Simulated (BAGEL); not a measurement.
# Si2H4ClO (SMILES O[Si]([SiH3])Cl) at UHF/def2-SVP (density fitting with qzvpp-jkfit)

Aim: the electronic atomisation energy of Si2H4ClO at UHF/def2-SVP (density fitting with qzvpp-jkfit), from 5 runs. 

Program for the calculation: BAGEL 1.2.2.

12 further runs of the same task are left out: 12 set aside as unsound or not needed.

### Step 1. The system as given

Si2H4ClO: 8 atoms, total charge 0, spin state doublet. SMILES: `O[Si]([SiH3])Cl`. The shape is that of a PBE0-D4/def2-TZVP optimisation. This is one conformer, not always the lowest.

Bond lengths: O1–Si2 1.646 Å, Si2–Si3 2.353 Å, Si2–Cl4 2.079 Å, O1–H5 0.960 Å, Si3–H6 1.486 Å, Si3–H7 1.488 Å, Si3–H8 1.485 Å. Angles: O1–Si2–Si3 107.7°, O1–Si2–Cl4 109.1°, Si3–Si2–Cl4 109.3°, Si2–O1–H5 118.3°, Si2–Si3–H6 108.5°, Si2–Si3–H7 111.9°, Si2–Si3–H8 107.2°, H6–Si3–H7 109.8°, H6–Si3–H8 109.5°, H7–Si3–H8 109.9°.

### Step 2. A single-point energy at UHF/def2-SVP (density fitting with qzvpp-jkfit)

File input.json:

```json
{ "bagel" : [

{
  "title" : "molecule",
  "basis" : "svp",
  "df_basis" : "qzvpp-jkfit",
  "angstrom" : true,
  "geometry" : [
    { "atom" : "O", "xyz" : [   -0.248400,    0.296900,   -1.978500 ] },
    { "atom" : "Si", "xyz" : [   -0.430900,   -0.734900,   -0.709400 ] },
    { "atom" : "Si", "xyz" : [   -0.075200,    0.491500,    1.266600 ] },
    { "atom" : "Cl", "xyz" : [    0.993700,   -2.242200,   -0.847500 ] },
    { "atom" : "H", "xyz" : [   -0.083400,   -0.074900,   -2.848100 ] },
    { "atom" : "H", "xyz" : [   -1.107800,    1.556400,    1.353800 ] },
    { "atom" : "H", "xyz" : [    1.281600,    1.100500,    1.304000 ] },
    { "atom" : "H", "xyz" : [   -0.237400,   -0.450400,    2.403500 ] }
  ]
},
{ "title" : "uhf", "charge" : 0, "nopen" : 1 },
{ "title" : "print", "file" : "orbitals.molden", "orbitals" : true }

]}
```

On the command line:

```bash
$ BAGEL_NUM_THREADS=1 BAGEL input.json > input.out
```

What it wrote:

```text
* using 1 threads per process

  ===============================================================
  ===============================================================

  *** Geometry ***

  { "atom" : "O", "xyz" : [     -0.469408,      0.561060,     -3.738823 ] },
  { "atom" : "Si", "xyz" : [     -0.814283,     -1.388760,     -1.340572 ] },
  { "atom" : "Si", "xyz" : [     -0.142107,      0.928800,      2.393527 ] },
  { "atom" : "Cl", "xyz" : [      1.877821,     -4.237144,     -1.601543 ] },
  { "atom" : "H", "xyz" : [     -0.157603,     -0.141540,     -5.382129 ] },
  { "atom" : "H", "xyz" : [     -2.093439,      2.941170,      2.558311 ] },
  { "atom" : "H", "xyz" : [      2.421873,      2.079644,      2.464203 ] },
  { "atom" : "H", "xyz" : [     -0.448621,     -0.851133,      4.541957 ] },

  Number of auxiliary basis functions:      533

  Since a DF basis is specified, we compute 2- and 3-index integrals:
    o Being stored without compression. Storage requirement is 0.033 GB

  Number of basis functions:       88
  Number of electrons      :       57

    * METHOD: MOLECULE                             0.27

  *** Open-shell HF ***

  === Nuclear Repulsion ===
   262.2864112936

      * DIIS with orbital gradients will be used.

  === UHF iteration (svp) ===
      0      -1114.02188056          0.03299895           0.23
      1      -1114.14528315          0.02274876           0.23
      2      -1114.18865897          0.01499041           0.23
      3      -1114.21866050          0.00110036           0.23
      4      -1114.21955049          0.00040666           0.23
      5      -1114.21969238          0.00016217           0.23
      6      -1114.21974103          0.00005481           0.23
      7      -1114.21975124          0.00001722           0.23
      8      -1114.21975294          0.00000653           0.24
      9      -1114.21975325          0.00000267           0.24
     10      -1114.21975329          0.00000117           0.24
     11      -1114.21975329          0.00000048           0.23
     12      -1114.21975329          0.00000016           0.23
     13      -1114.21975329          0.00000006           0.23
     14      -1114.21975329          0.00000002           0.23
     15      -1114.21975329          0.00000001           0.23
     16      -1114.21975329          0.00000001           0.23
    * SCF iteration converged.

    * S^2 (UHF) is 0.7577

    * Permanent dipole moment:
           (    0.331466,    -0.091435,     0.282253) a.u.

    * METHOD: UHF                                  4.15

    * METHOD: PRINT                                0.01

  ===============================================================
```

Run time: 4.8 s. Hardware: 1 thread of Arm Neoverse V2, shared host; peak memory 0.14 GiB.

### Step 3. The Cl atom, same level

File hf.json:

```json
{ "bagel": [

{
  "title": "molecule",
  "basis": "svp",
  "df_basis": "qzvpp-jkfit",
  "angstrom": true,
  "geometry": [
    { "atom": "Cl", "xyz": [       0.000000,       0.000000,       0.000000 ] }
  ]
},

{ "title": "uhf", "nopen": 1 },

{ "title": "print", "file": "orbitals.molden", "orbitals": true }

]}
```

On the command line:

```bash
$ BAGEL_NUM_THREADS=1 BAGEL hf.json > hf.out
```

What it wrote:

```text
* using 1 threads per process

  ===============================================================
  ===============================================================

  *** Geometry ***

  { "atom" : "Cl", "xyz" : [      0.000000,      0.000000,      0.000000 ] },

  Number of auxiliary basis functions:      128

  Since a DF basis is specified, we compute 2- and 3-index integrals:
    o Being stored without compression. Storage requirement is 0.000 GB

  Number of basis functions:       18
  Number of electrons      :       17

    * METHOD: MOLECULE                             0.01

  *** Open-shell HF ***

  === Nuclear Repulsion ===
     0.0000000000

      * DIIS with orbital gradients will be used.

  === UHF iteration (svp) ===
      0       -459.31408280          0.00641235           0.00
      1       -459.31880991          0.00119136           0.00
      2       -459.31924346          0.00037766           0.00
      3       -459.31929316          0.00007391           0.00
      4       -459.31929393          0.00001294           0.00
      5       -459.31929395          0.00000166           0.00
      6       -459.31929395          0.00000007           0.00
      7       -459.31929395          0.00000003           0.00
      8       -459.31929395          0.00000001           0.00
    * SCF iteration converged.

    * S^2 (UHF) is 0.7554

    * Permanent dipole moment:
           (   -0.000000,    -0.000000,    -0.000000) a.u.

    * METHOD: UHF                                  0.03

    * METHOD: PRINT                                0.00

  ===============================================================
```

Run time: 0.2 s. Hardware: 1 thread of Arm Neoverse V2, shared host.

### Step 4. The H atom at the same level

File input.json:

```json
{ "bagel": [

{
  "title": "molecule",
  "basis": "svp",
  "df_basis": "qzvpp-jkfit",
  "angstrom": true,
  "geometry": [
    { "atom": "H", "xyz": [       0.000000,       0.000000,       0.000000 ] }
  ]
},

{ "title": "uhf", "nopen": 1 },

{ "title": "print", "file": "orbitals.molden", "orbitals": true }

]}
```

Run the same way, it converges to -0.49928 Eh (log not shown).

### Step 5. The O atom

File hf.json:

```json
{ "bagel": [

{
  "title": "molecule",
  "basis": "svp",
  "df_basis": "qzvpp-jkfit",
  "angstrom": true,
  "geometry": [
    { "atom": "O", "xyz": [    0.000000,    0.000000,    0.000000 ] }
  ]
},
{ "title": "uhf", "nopen": 2 },
{ "title": "print", "file": "orbitals.molden", "orbitals": true }

]}
```

Run the same way, it converges to -74.72006 Eh (log not shown).

### Step 6. The Si atom, same level

File job.json:

```json
{ "bagel" : [

{
  "title" : "molecule",
  "basis" : "svp",
  "df_basis" : "qzvpp-jkfit",
  "angstrom" : true,
  "geometry" : [
    { "atom" : "Si", "xyz" : [    0.000000,    0.000000,    0.000000 ] }
  ]
},
{ "title" : "uhf", "nopen" : 2 },
{ "title" : "print", "file" : "orbitals.molden", "orbitals" : true }

]}
```

Run the same way, it converges to -288.75313 Eh (log not shown).

### Step 7. Results

Level: UHF/def2-SVP (density fitting with qzvpp-jkfit).

| quantity | value |
| --- | --- |
| molecule: total energy | -1114.21975 Eh |
| molecule: dipole moment | 1.13 D |
| molecule: ⟨S²⟩ | 0.758 |
| Cl atom: total energy | -459.31929 Eh |
| Cl atom: dipole moment | 0.00 D |
| Cl atom: ⟨S²⟩ | 0.755 |
| H atom: total energy | -0.49928 Eh |
| H atom: dipole moment | 0.00 D |
| H atom: ⟨S²⟩ | 0.750 |
| O atom: total energy | -74.72006 Eh |
| O atom: dipole moment | 0.00 D |
| O atom: ⟨S²⟩ | 2.005 |
| Si atom: total energy | -288.75313 Eh |
| Si atom: dipole moment | 0.00 D |
| Si atom: ⟨S²⟩ | 2.009 |
| electronic atomisation energy | 18.422 eV |

In words: Taking the molecule apart into free atoms costs 18.42 eV (1777 kJ/mol), before zero-point energy and without spin-orbit coupling. Hartree–Fock lacks the correlation of the bonding pairs, which as a rule makes this value much too low; in minimal bases other errors can mask that.
